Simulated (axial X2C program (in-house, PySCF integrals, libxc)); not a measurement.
# CsC: from the state search to constants

What are the state, bond length, wavenumber and bond energy of CsC, and what does spin–orbit coupling change?

Program: an in-house X2C program for linear molecules on PySCF integrals. Level of theory: all-electron X2C, Cs dyall-cv3z, C dyall-v3z. These are calculated values, not measurements.

## Step 1: The job

File task.json:

```json
{"zs": [55, 6], "q": 0, "bas": ["dyall-cv3z", "dyall-v3z"], "levels": ["PBE0", "HF", "PBEsol"], "cc": true, "r0": 2.76, "thr": -2.0, "nmax": 90, "npts": 10, "nst": 2, "ntry": 6}
```

Keys: zs atomic numbers; q charge; bas basis sets; levels methods (HF also brings MP2); cc coupled cluster on or off; r0 starting distance in Å; thr threshold in hartree for freezing inner shells (an s shell follows its p shell); nmax most natural virtual spinors; npts points asked for on the curve; nst determinants followed; ntry starts of the search.

Run with:

```
$ python so2c.py task.json out
```

Spin-free means the one-electron spin-free X2C Hamiltonian; two-component (2c) means X2C with spin–orbit coupling and atomic mean-field two-electron Coulomb and Gaunt terms. Basis: Cs dyall-cv3z contracted to [15s15p9d4f1g], C dyall-v3z contracted to [7s6p2d1f]; Gaussian nuclei, density fitting. Masses: Cs 132.905 u, C 12.000 u.

Notation: σ, π±, δ± give the projection m of an orbital's angular momentum (0, ±1, ±2), α and β its spin, Λ and M_S the sums; ω is the projection of a spinor's total angular momentum and Ω the sum. Logs are in hartree.

The results follow Hamiltonian by Hamiltonian and level by level.

## Step 2: Which state to follow

Determinants are compared with PBE0 at 2.760 Å.

Spin-free determinants:

```json
{"ΔE (eV)": "0.00", "state": "M_S = 3/2, Λ = 0", "open shells": "beyond closed shells: σα, π+α, π-α"}
{"ΔE (eV)": "0.67", "state": "M_S = 1/2, Λ = 0", "open shells": "beyond closed shells: σβ, π+α, π-α"}
{"ΔE (eV)": "1.42", "state": "M_S = 1/2, Λ = 2", "open shells": "beyond closed shells: σα, π+α, π+β"}
{"ΔE (eV)": "1.42", "state": "M_S = 1/2, Λ = 0", "open shells": "beyond closed shells: σα, π+β, π-α"}
{"ΔE (eV)": "1.92", "state": "M_S = 1/2, Λ = 1", "open shells": "beyond closed shells: π+α"}
{"ΔE (eV)": "1.92", "state": "M_S = 1/2, Λ = 1", "open shells": "beyond closed shells: π+α, π+β, π-α"}
{"ΔE (eV)": "2.97", "state": "M_S = 3/2, Λ = 1", "open shells": "beyond closed shells: 2 × σα, π+α"}
```

Two-component determinants:

| ΔE (eV) | state | open shells |
| --- | --- | --- |
| 0.00 | Ω = 3/2 | excess of +ω over −ω: ω = 3/2 |
| 0.67 | Ω = 1/2 | excess of +ω over −ω: 2 × ω = -1/2, ω = 3/2 |
| 1.41 | Ω = 1/2 | excess of +ω over −ω: ω = 1/2 |
| 1.42 | Ω = 5/2 | excess of +ω over −ω: 2 × ω = 1/2, ω = 3/2 |
| 1.43 | Ω = 1/2 | excess of +ω over −ω: ω = 1/2 |
| 3.98 | Ω = 5/2 | excess of +ω over −ω: ω = -1/2, 2 × ω = 3/2 |
| 4.15 | Ω = 7/2 | excess of +ω over −ω: ω = 1/2, 2 × ω = 3/2 |

## Step 3: PBE0, spin-free

State followed: M_S = 3/2, Λ = 0 (beyond closed shells: σα, π+α, π-α). The scan is laid around 2.712 Å, a first estimate of the minimum, and this SCF restarts from the orbitals of the search.

Output at 2.712 Å:

```text
spin-free X2C-1e  PBE0
basis functions 184  fitting functions 969  grid points 5086
iter        total energy     max residual
   1      -7823.644930059     5.21e-01
   2      -7823.737052707     3.09e-03
   3      -7823.737219021     2.32e-03
   4      -7823.737246841     3.28e-04
   5      -7823.737249177     1.90e-04
   6      -7823.737249686     5.60e-05
   7      -7823.737249717     2.41e-05
   8      -7823.737249726     7.51e-06
converged
one-electron -10825.20737582  Coulomb 3136.53736138  exact exchange -49.14994185  xc functional -150.30832573  nuclear repulsion 64.39103230
```

Along the bond, energies from the lowest point:

```csv
R (Å),E (eV),μ (D),HOMO (eV),LUMO (eV),iterations
2.359,0.3419,-6.80,-4.18,-0.89,14
2.468,0.1453,-7.43,-4.20,-0.94,10
2.549,0.0585,-7.89,-4.20,-0.98,10
2.631,0.0129,-8.34,-4.18,-1.03,10
2.712,0.0000,-8.78,-4.15,-1.08,8
2.807,0.0171,-9.28,-4.06,-1.14,10
2.902,0.0600,-9.76,-3.94,-1.19,9
3.024,0.1418,-10.36,-3.81,-1.27,10
3.173,0.2669,-11.05,-3.67,-1.36,10
3.390,0.4713,-11.94,-3.51,-1.49,10
```

Dipoles are positive if C is the positive end.

Outer orbitals at the reference distance:

| symmetry | occupied | ε (eV) | atomic character |
| --- | --- | --- | --- |
| σα | yes | -28.69 | 98% Cs s |
| σβ | yes | -28.61 | 98% Cs s |
| σα | yes | -15.24 | 73% Cs p, 22% C s, 2% C p |
| π-α | yes | -14.63 | 100% Cs p |
| π+α | yes | -14.63 | 100% Cs p |
| π-β | yes | -14.55 | 100% Cs p |
| π+β | yes | -14.55 | 100% Cs p |
| σβ | yes | -14.51 | 94% Cs p, 3% C s, 2% C p |
| σα | yes | -12.65 | 62% C s, 27% Cs p, 6% Cs d |
| σβ | yes | -8.87 | 77% C s, 9% Cs d, 8% Cs p |
| π-α | yes | -4.19 | 89% C p, 8% Cs d |
| π+α | yes | -4.19 | 89% C p, 8% Cs d |
| σα | yes | -4.15 | 83% C p, 8% Cs d, 4% Cs s |
| σα | no | -1.08 | 81% Cs s, 15% Cs p, 2% Cs d |
| σβ | no | -0.91 | 77% Cs s, 19% Cs p, 2% C p |
| π+α | no | -0.06 | 91% Cs p, 9% Cs d |
| π-α | no | -0.06 | 91% Cs p, 9% Cs d |

PBE0 fields in the half plane through the axis: z from -2.4 to 5.1 Å across, distance from the axis 0.15 to 2.25 Å upwards; Cs lies at z = 0 and C at z = 2.712 Å; the ELF is damped to zero where the density is low.

log10 density (e/bohr³). Ten even steps from ' ' (-4.55 ) to '@' (1.84 ):
```
      ........::::::........::::::::::::......      
  ......::::::::--::::::::::::::::::::::::::....    
......::::------------------------------::::::....  
....::----============----------======------::::....
..::::--====++++++++++====================--::::....
::::----==++++******++++======++++++++++==----::::..
::::--==++++**######**++====++++++**++++====--::::..
::::--==++++**%%@@%%**++++==++++**%%**++++==----::..
```

ELF. Ten even steps from ' ' (0.00 ) to '@' (0.97 ):
```
                            ..::::::::..            
          ....::::..        ::--====----::..        
        ..--==++++++::      --++****++++==--..      
    ..::==++########**::  ..==**######****==--..    
  ..::==**##%%%%%%%%%%++....++%%%%%%%%%%##**==::..  
  ..--**##%%##==--==####::..**%%@@%%@@%%%%##++--..  
..::==##%%##--==##==--##--::##%%##==##@@%%%%**==::  
..--++##%%**::######--**==::##%%..@@  %%@@%%##==::  
```

Re = 2.709 Å, ωe = 311 cm⁻¹, ωexe = 1.68 cm⁻¹, Be = 0.2088 cm⁻¹, De = 2.45 eV, μ = -8.76 D.

## Step 4: HF, spin-free

Output at 2.712 Å:

```text
spin-free X2C-1e  HF
basis functions 184  fitting functions 969  grid points 5086
iter        total energy     max residual
   1      -7820.878749557     4.09e-01
   2      -7820.899283210     6.41e-03
   3      -7820.900055135     1.23e-02
   4      -7820.900188025     2.79e-03
   5      -7820.900213384     1.02e-03
   6      -7820.900219422     7.42e-04
   7      -7820.900220650     1.36e-04
   8      -7820.900221064     1.46e-04
   9      -7820.900221176     1.09e-04
  10      -7820.900221195     1.66e-05
  11      -7820.900221196     2.93e-06
converged
one-electron -10823.86726543  Coulomb 3135.25297582  exact exchange -196.67696390  xc functional 0.00000000  nuclear repulsion 64.39103230
```

Re = 2.835 Å, ωe = 297.0 cm⁻¹, ωexe = 1.51 cm⁻¹, Be = 0.1906 cm⁻¹, De = 1.61 eV, μ = -10.45 D.

## Step 5: PBEsol, spin-free

Output at 2.712 Å:

```text
spin-free X2C-1e  PBEsol
basis functions 184  fitting functions 969  grid points 5086
iter        total energy     max residual
   1      -7820.227828402     6.11e-01
   2      -7820.232064569     9.53e-03
   3      -7820.232203357     1.67e-01
   4      -7820.233384611     1.20e-02
   5      -7820.233394483     2.92e-03
   6      -7820.233407664     2.86e-03
   7      -7820.233408444     2.47e-04
   8      -7820.233408807     3.64e-04
   9      -7820.233408835     9.08e-05
  10      -7820.233408841     3.64e-05
  11      -7820.233408841     1.14e-05
converged
one-electron -10824.82470972  Coulomb 3136.07421269  exact exchange 0.00000000  xc functional -195.87394411  nuclear repulsion 64.39103230
```

Re = 2.677 Å, ωe = 312 cm⁻¹, ωexe = 1.77 cm⁻¹, Be = 0.2138 cm⁻¹, De = 2.72 eV, μ = -7.94 D.

## Step 6: MP2 and beyond, spin-free

Correlated methods: 13 electrons correlated (frozen shells, counted by type: Cs 4 s, 3 p, 2 d; C 1 s), 267 virtual spinors in MP2, 90 natural virtuals in coupled cluster.

Output of the correlated part at 2.712 Å:

```text
correlated 13  virtual 267  natural virtual 90  E(MP2) -0.261071594  MP2 remainder -0.010661639
iter   CCSD correlation   residual
   1     -0.273646037   9.40e-02
   2     -0.280139075   3.04e-02
   3     -0.280592209   9.86e-03
   4     -0.280668636   4.37e-03
   5     -0.280687766   1.24e-03
   6     -0.280690496   3.74e-04
   7     -0.280692780   1.33e-04
   8     -0.280693250   4.81e-05
   9     -0.280692948   1.55e-05
  10     -0.280692937   5.42e-06
(T) -0.009190266  T1 0.0131  D1 0.0285  max T2 0.052
```

T1 in the output is the amplitude norm over the root of the electron number; divide by √2 for the Lee–Taylor value.

MP2: Re = 2.743 Å, ωe = 311 cm⁻¹, Be = 0.2036 cm⁻¹, De = 2.23 eV.

CCSD: Re = 2.760 Å, ωe = 307 cm⁻¹, ωexe = 1.51 cm⁻¹, Be = 0.201 cm⁻¹, De = 2.11 eV. T1 at Re = 0.009 (Lee–Taylor, the printed value over √2).

CCSD(T): Re = 2.752 Å, ωe = 308 cm⁻¹, ωexe = 1.51 cm⁻¹, Be = 0.2022 cm⁻¹, De = 2.14 eV. T1 at Re = 0.009 (Lee–Taylor, the printed value over √2).

## Step 7: A higher determinant, spin-free

State: M_S = 1/2, Λ = 0 (beyond closed shells: σβ, π+α, π-α).

Output at the reference distance:

```text
spin-free X2C-1e  PBE0
basis functions 184  fitting functions 969  grid points 5086
iter        total energy     max residual
   1      -7823.620582415     5.94e-01
   2      -7823.712570633     3.67e-03
   3      -7823.712749250     2.64e-03
   4      -7823.712777016     3.08e-04
   5      -7823.712779463     2.21e-04
   6      -7823.712779951     6.02e-05
   7      -7823.712779994     2.85e-05
   8      -7823.712780004     9.16e-06
converged
one-electron -10825.06360373  Coulomb 3136.38522668  exact exchange -49.13865394  xc functional -150.28678132  nuclear repulsion 64.39103230
```

```csv
R (Å),E above the lowest PBE0 point (eV)
2.359,0.972
2.468,0.794
2.549,0.716
2.631,0.676
2.712,0.666
2.807,0.683
2.902,0.724
3.024,0.799
3.173,0.912
```

Re = 2.703 Å, ωe = 298.4 cm⁻¹, ωexe = 1.81 cm⁻¹, Be = 0.2096 cm⁻¹, μ = -8.56 D. ⟨S²⟩ = 1.76 against 0.75 for a pure state, so this determinant mixes spins. Te = 0.67 eV.

## Step 8: The spin-free curves together

Energy (eV) of the followed determinant, spin-free, from each level's lowest point:

```csv
R (Å),PBE0,HF,MP2,CCSD,CCSD(T),PBEsol
2.359,0.342,0.658,0.422,n/a,n/a,0.274
2.468,0.145,0.349,0.193,0.214,0.203,0.104
2.549,0.058,0.194,0.087,0.101,0.094,0.034
2.631,0.013,0.090,0.026,0.032,0.029,0.002
2.712,0.000,0.029,0.000,0.001,0.000,0.000
2.807,0.017,0.000,0.006,0.000,0.002,0.027
2.902,0.060,0.006,0.040,0.029,0.034,0.077
3.024,0.142,0.052,0.115,0.098,0.105,0.164
3.173,0.267,0.146,0.238,n/a,n/a,0.292
3.390,0.471,0.325,0.446,n/a,n/a,0.493
```

## Step 9: PBE0, 2c

State followed: Ω = 3/2 (excess of +ω over −ω: ω = 3/2). The scan is laid around 2.712 Å, a first estimate of the minimum, and this SCF restarts from the orbitals of the search.

Output at 2.712 Å:

```text
two-component X2C + atomic mean field  PBE0
basis functions 184  fitting functions 969  grid points 5086
iter        total energy     max residual
   1      -7820.434603443     4.54e-01
   2      -7820.526772090     3.09e-03
   3      -7820.526935537     2.00e-03
   4      -7820.526963152     2.82e-04
   5      -7820.526965444     1.63e-04
   6      -7820.526965942     5.59e-05
   7      -7820.526965975     1.95e-05
   8      -7820.526965983     7.50e-06
converged
one-electron -10815.34297592  Coulomb 3134.70595168  exact exchange -49.11986803  xc functional -150.22380339  nuclear repulsion 64.39103230  atomic mean-field constant -4.93730263
```

Along the bond, energies from the lowest point:

```csv
R (Å),E (eV),μ (D),HOMO (eV),LUMO (eV),iterations
2.359,0.3390,-6.79,-4.18,-0.89,13
2.468,0.1435,-7.41,-4.21,-0.94,10
2.549,0.0574,-7.87,-4.20,-0.99,10
2.631,0.0124,-8.32,-4.18,-1.03,10
2.712,0.0000,-8.76,-4.15,-1.08,8
2.807,0.0176,-9.26,-4.06,-1.14,10
2.902,0.0609,-9.75,-3.94,-1.20,9
3.024,0.1432,-10.35,-3.81,-1.27,10
3.173,0.2688,-11.03,-3.67,-1.36,10
3.390,0.4736,-11.93,-3.51,-1.49,10
```

Dipoles are positive if C is the positive end.

Outer spinors at the reference distance:

| ω | occupied | ε (eV) | atomic character | λ mixture |
| --- | --- | --- | --- | --- |
| 1/2 | yes | -28.69 | 98% Cs s | 100% σ |
| -1/2 | yes | -28.61 | 98% Cs s | 100% σ |
| 1/2 | yes | -15.85 | 91% Cs p, 7% C s | 53% σ, 47% π |
| -1/2 | yes | -15.68 | 98% Cs p | 70% π, 30% σ |
| 1/2 | yes | -14.60 | 77% Cs p, 20% C s | 50% π, 50% σ |
| 3/2 | yes | -14.10 | 100% Cs p | 100% π |
| -1/2 | yes | -14.04 | 95% Cs p, 3% C s | 71% σ, 29% π |
| -3/2 | yes | -14.02 | 100% Cs p | 100% π |
| 1/2 | yes | -12.58 | 57% C s, 32% Cs p, 6% Cs d | 97% σ, 3% π |
| -1/2 | yes | -8.87 | 77% C s, 9% Cs d, 8% Cs p | 100% σ |
| -1/2 | yes | -4.20 | 89% C p, 8% Cs d | 100% π |
| 3/2 | yes | -4.19 | 89% C p, 8% Cs d | 100% π |
| 1/2 | yes | -4.15 | 83% C p, 8% Cs d, 4% Cs s | 100% σ |
| 1/2 | no | -1.08 | 81% Cs s, 15% Cs p, 2% Cs d | 100% σ |
| -1/2 | no | -0.92 | 77% Cs s, 19% Cs p, 2% C p | 100% σ |
| -1/2 | no | -0.08 | 91% Cs p, 9% Cs d | 100% π |
| 3/2 | no | -0.05 | 92% Cs p, 8% Cs d | 100% π |

PBE0 fields in the half plane through the axis: z from -2.4 to 5.1 Å across, distance from the axis 0.15 to 2.25 Å upwards; Cs lies at z = 0 and C at z = 2.712 Å; the ELF is damped to zero where the density is low.

log10 density (e/bohr³). Ten even steps from '0' (-4.55 ) to '9' (1.84 ):
```
00011112221111222222111000
01112222322222222222221100
11122333333333333333222110
11233444444333334443332211
12234455555444444444432211
22334556665544455555433221
22345567776544555655443221
22345568986554556865543321
```

ELF. Ten even steps from '0' (0.00 ) to '9' (0.97 ):
```
00000000000000122221000000
00000112210000234433210000
00001345542000356655431000
00124577776201467776643100
01246788888511588888764210
01367874347721688898875310
12478734743732787479886420
13578627773642781908987420
```

Re = 2.707 Å, ωe = 311 cm⁻¹, ωexe = 1.68 cm⁻¹, Be = 0.209 cm⁻¹, De = 2.45 eV, μ = -8.74 D.

## Step 10: HF, 2c

Output at 2.712 Å:

```text
two-component X2C + atomic mean field  HF
basis functions 184  fitting functions 969  grid points 5086
iter        total energy     max residual
   1      -7817.662766684     4.51e-01
   2      -7817.683326851     6.40e-03
   3      -7817.684102961     1.36e-02
   4      -7817.684236424     3.12e-03
   5      -7817.684261997     1.13e-03
   6      -7817.684268112     8.28e-04
   7      -7817.684269359     1.44e-04
   8      -7817.684269778     1.61e-04
   9      -7817.684269891     1.21e-04
  10      -7817.684269910     1.87e-05
  11      -7817.684269912     3.50e-06
  12      -7817.684269912     2.19e-06
converged
one-electron -10814.00409393  Coulomb 3133.42278926  exact exchange -196.55669491  xc functional 0.00000000  nuclear repulsion 64.39103230  atomic mean-field constant -4.93730263
```

Re = 2.834 Å, ωe = 297.2 cm⁻¹, ωexe = 1.51 cm⁻¹, Be = 0.1907 cm⁻¹, De = 1.61 eV, μ = -10.43 D.

## Step 11: PBEsol, 2c

Output at 2.712 Å:

```text
two-component X2C + atomic mean field  PBEsol
basis functions 184  fitting functions 969  grid points 5086
iter        total energy     max residual
   1      -7817.022066479     6.12e-01
   2      -7817.026303644     9.53e-03
   3      -7817.026441690     1.68e-01
   4      -7817.027625993     1.20e-02
   5      -7817.027635818     2.93e-03
   6      -7817.027649066     2.86e-03
   7      -7817.027649841     2.49e-04
   8      -7817.027650205     3.64e-04
   9      -7817.027650233     9.15e-05
  10      -7817.027650238     3.67e-05
  11      -7817.027650238     1.16e-05
converged
one-electron -10814.95977568  Coulomb 3134.24228935  exact exchange 0.00000000  xc functional -195.76389358  nuclear repulsion 64.39103230  atomic mean-field constant -4.93730263
```

Re = 2.675 Å, ωe = 312 cm⁻¹, ωexe = 1.77 cm⁻¹, Be = 0.214 cm⁻¹, De = 2.72 eV, μ = -7.92 D.

## Step 12: MP2 and beyond, 2c

Correlated methods: 13 electrons correlated (frozen shells, counted by type: Cs 4 s, 3 p, 2 d; C 1 s), 267 virtual spinors in MP2, 90 natural virtuals in coupled cluster.

Output of the correlated part at 2.712 Å:

```text
correlated 13  virtual 267  natural virtual 90  E(MP2) -0.260502741  MP2 remainder -0.010667696
iter   CCSD correlation   residual
   1     -0.273036503   9.38e-02
   2     -0.279513129   3.03e-02
   3     -0.279965843   9.86e-03
   4     -0.280042181   4.38e-03
   5     -0.280061240   1.24e-03
   6     -0.280064019   3.78e-04
   7     -0.280066334   1.40e-04
   8     -0.280066803   5.70e-05
   9     -0.280066445   2.60e-05
  10     -0.280066440   1.56e-05
(T) -0.009133807  T1 0.0131  D1 0.0285  max T2 0.053
```

MP2: Re = 2.742 Å, ωe = 311 cm⁻¹, Be = 0.2037 cm⁻¹, De = 2.23 eV.

CCSD: Re = 2.759 Å, ωe = 307 cm⁻¹, ωexe = 1.51 cm⁻¹, Be = 0.2012 cm⁻¹, De = 2.11 eV. T1 at Re = 0.009 (Lee–Taylor, the printed value over √2).

CCSD(T): Re = 2.751 Å, ωe = 308 cm⁻¹, ωexe = 1.51 cm⁻¹, Be = 0.2023 cm⁻¹, De = 2.14 eV. T1 at Re = 0.009 (Lee–Taylor, the printed value over √2).

## Step 13: A higher determinant, 2c

State: Ω = 1/2 (excess of +ω over −ω: 2 × ω = -1/2, ω = 3/2).

Output at the reference distance:

```text
two-component X2C + atomic mean field  PBE0
basis functions 184  fitting functions 969  grid points 5086
iter        total energy     max residual
   1      -7820.410265796     5.21e-01
   2      -7820.502299163     3.67e-03
   3      -7820.502475397     2.30e-03
   4      -7820.502503019     3.01e-04
   5      -7820.502505426     1.91e-04
   6      -7820.502505902     6.04e-05
   7      -7820.502505946     2.16e-05
   8      -7820.502505955     8.90e-06
converged
one-electron -10815.19914585  Coulomb 3134.55376748  exact exchange -49.10858541  xc functional -150.20227184  nuclear repulsion 64.39103230  atomic mean-field constant -4.93730263
```

```csv
R (Å),E above the lowest PBE0 point (eV)
2.359,0.969
2.468,0.792
2.549,0.715
2.631,0.675
2.712,0.666
2.807,0.683
2.902,0.724
3.024,0.800
3.173,0.913
```

Re = 2.702 Å, ωe = 298.8 cm⁻¹, ωexe = 1.81 cm⁻¹, Be = 0.2099 cm⁻¹, μ = -8.54 D. Te = 0.67 eV.

## Step 14: The 2c curves together

Energy (eV) of the followed determinant, 2c, from each level's lowest point:

```csv
R (Å),PBE0,HF,MP2,CCSD,CCSD(T),PBEsol
2.359,0.339,0.655,0.420,n/a,n/a,0.270
2.468,0.143,0.348,0.192,0.212,0.202,0.102
2.549,0.057,0.192,0.086,0.099,0.093,0.033
2.631,0.012,0.090,0.025,0.032,0.028,0.001
2.712,0.000,0.029,0.000,0.000,0.000,0.000
2.807,0.018,0.000,0.006,0.000,0.003,0.027
2.902,0.061,0.006,0.041,0.030,0.034,0.078
3.024,0.143,0.052,0.116,0.099,0.106,0.165
3.173,0.269,0.147,0.239,n/a,n/a,0.294
3.390,0.474,0.327,0.448,n/a,n/a,0.496
```

The whole job took 2.3 min on 1 thread of AMD EPYC 7R43 (Zen 3), shared host; peak memory 0.84 GiB.

## Step 15: Constants

Lowest determinant that the search found at its distance, spin-free: M_S = 3/2, Λ = 0 (beyond closed shells: σα, π+α, π-α).

Lowest determinant that the search found at its distance, 2c: Ω = 3/2 (excess of +ω over −ω: ω = 3/2).

```json
{"Hamiltonian": "spin-free", "level": "PBE0", "Re (Å)": "2.709", "ωe (cm⁻¹)": "311", "De (eV)": "2.45", "μ (D)": "-8.76"}
{"Hamiltonian": "spin-free", "level": "HF", "Re (Å)": "2.835", "ωe (cm⁻¹)": "297.0", "De (eV)": "1.61", "μ (D)": "-10.45"}
{"Hamiltonian": "spin-free", "level": "MP2", "Re (Å)": "2.743", "ωe (cm⁻¹)": "311", "De (eV)": "2.23", "μ (D)": "n/a"}
{"Hamiltonian": "spin-free", "level": "CCSD", "Re (Å)": "2.760", "ωe (cm⁻¹)": "307", "De (eV)": "2.11", "μ (D)": "n/a"}
{"Hamiltonian": "spin-free", "level": "CCSD(T)", "Re (Å)": "2.752", "ωe (cm⁻¹)": "308", "De (eV)": "2.14", "μ (D)": "n/a"}
{"Hamiltonian": "spin-free", "level": "PBEsol", "Re (Å)": "2.677", "ωe (cm⁻¹)": "312", "De (eV)": "2.72", "μ (D)": "-7.94"}
{"Hamiltonian": "2c", "level": "PBE0", "Re (Å)": "2.707", "ωe (cm⁻¹)": "311", "De (eV)": "2.45", "μ (D)": "-8.74"}
{"Hamiltonian": "2c", "level": "HF", "Re (Å)": "2.834", "ωe (cm⁻¹)": "297.2", "De (eV)": "1.61", "μ (D)": "-10.43"}
{"Hamiltonian": "2c", "level": "MP2", "Re (Å)": "2.742", "ωe (cm⁻¹)": "311", "De (eV)": "2.23", "μ (D)": "n/a"}
{"Hamiltonian": "2c", "level": "CCSD", "Re (Å)": "2.759", "ωe (cm⁻¹)": "307", "De (eV)": "2.11", "μ (D)": "n/a"}
{"Hamiltonian": "2c", "level": "CCSD(T)", "Re (Å)": "2.751", "ωe (cm⁻¹)": "308", "De (eV)": "2.14", "μ (D)": "n/a"}
{"Hamiltonian": "2c", "level": "PBEsol", "Re (Å)": "2.675", "ωe (cm⁻¹)": "312", "De (eV)": "2.72", "μ (D)": "-7.92"}
```

Dipoles are positive if C is the positive end.

Time per point (s) on 1 thread of AMD EPYC 7R43 (Zen 3), shared host (2c runs; CCSD comes with the CCSD(T) run); the times are rough: PBE0 0.66, HF 0.46, MP2 0.73, CCSD(T) 5.7, PBEsol 0.36.

At CCSD(T), going from spin-free to two-component changes Re by -1 mÅ, ωe by +0.1 %; the spin-free picture holds up (part of it comes from the scalar share of the two-electron terms). De moves by 0.00 eV; both De rest on single-determinant atoms, which can miss part of an open shell's spin–orbit lowering.

De refers to Cs + C, each in the lowest determinant found, which need not be this curve's own limit. The state is a single determinant with fixed occupations, the lowest that a limited PBE0 search found. Dissociation energies refer to the lowest single-determinant-based atoms at the same level and basis. Density functionals use the spin component along the axis (collinear). CCSD and (T) use frozen natural virtuals with an MP2 correction for the truncation. With several unpaired electrons one determinant need not be a pure state.
